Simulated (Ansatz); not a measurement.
Wanted: the native input for an Ansatz 0.2.0 run.

```
Task                                : band structure
Functional                          : PBEsol
Potentials or basis                 : Ansatz PAW
Cutoff                              : 420 eV (not typed: the program's choice for these potentials)
k mesh                              : 9 × 9 × 9
Occupations                         : fermi-dirac, width 0.05 eV
Spin                                : spin-orbit coupling, no magnetisation
Path                                : [["G", "L", "B1"], ["B", "Z", "G", "X"], ["Q", "F", "P1", "Z"], ["L", "P"]]
Points for each segment of the path : 14
```

Crystal: GeCN2.

```xyz
4
Lattice="1.7938 1.0356 4.9220 -1.7938 1.0356 4.9220 0.0000 -2.0713 4.9220" Properties=species:S:1:pos:R:3 pbc="T T T"
Ge    0.0000    0.0000    0.0000
N     0.0000    0.0000    8.6219
N     0.0000    0.0000    6.1440
C     0.0000    0.0000    7.3829
```

The cell comes from a database or a generator and needn't be the stable form of this composition.

The input as run:

input.yaml

```yaml
crystal:
  lattice:
    - [1.7937903697, 1.0356453528, 4.9219572124]
    - [-1.7937903697, 1.0356453528, 4.9219572124]
    - [0.0, -2.0712907056, 4.9219572124]
  atoms:
    - { symbol: Ge, position: [0.0, 0.0, 0.0] }
    - { symbol: "N", position: [0.5839044, 0.5839044, 0.5839044] }
    - { symbol: "N", position: [0.4160956, 0.4160956, 0.4160956] }
    - { symbol: C, position: [0.5, 0.5, 0.5] }
hamiltonian:
  xc: pbesol
  pseudopotentials: { kind: paw_fr }
magnetization:
  noncollinear: true
  spin_orbit: true
kpoints:
  mp_grid: { grid: [9, 9, 9] }
  band_path:
    path:
      - [[0.0, 0.0, 0.0], [0.5, 0.0, 0.0], [0.5, 0.1961825099, -0.1961825099]]
      - [[0.8038174901, 0.5, 0.1961825099], [0.5, 0.5, 0.5], [0.0, 0.0, 0.0], [0.3480912549, 0.0, -0.3480912549]]
      - [[0.6519087451, 0.3480912549, 0.0], [0.5, 0.5, 0.0], [0.6519087451, 0.6519087451, 0.1961825099], [0.5, 0.5, 0.5]]
      - [[0.5, 0.0, 0.0], [0.8038174901, 0.3480912549, 0.3480912549]]
    npoints: 14
scf:
  occupations: { method: fermi_dirac, width: 0.05 }
  n_extra_bands: 10
output:
  forces: true
  stress: true
  eigenvalues: true
  fatbands: true
  write_density: true
  write_potential: true
  elf: true
  volumetric_format: npy
```

Potentials or basis: Ansatz PAW.

Run with:

```console
$ ansatz run input.yaml --threads 2 --pin off --max-ram 5632MiB --backend cpu --events-out ev --progress --plain --runs-dir out
```

It gave:

```yaml
Pressure: -3.3 GPa
Largest_force: 0.067 eV/Å
Band_gap_on_the_k_mesh: 1.00 eV, indirect (least direct gap 1.83 eV)
Band_gap_along_the_path: 0.95 eV, indirect (least direct gap 1.81 eV)
```

Caveat: the k mesh misses the band edges, so the gap on the mesh is wider than the one along the path; the pressure holds a Pulay correction of +0.5 GPa for the finite cutoff; the PAW data sets come from PBE, with cores solved anew for the run's functional, which leaves a small shift of forces and pressure.

Run time: 46 s on 2 threads of Arm Neoverse V2, on a shared host, peak memory 0.68 GiB.
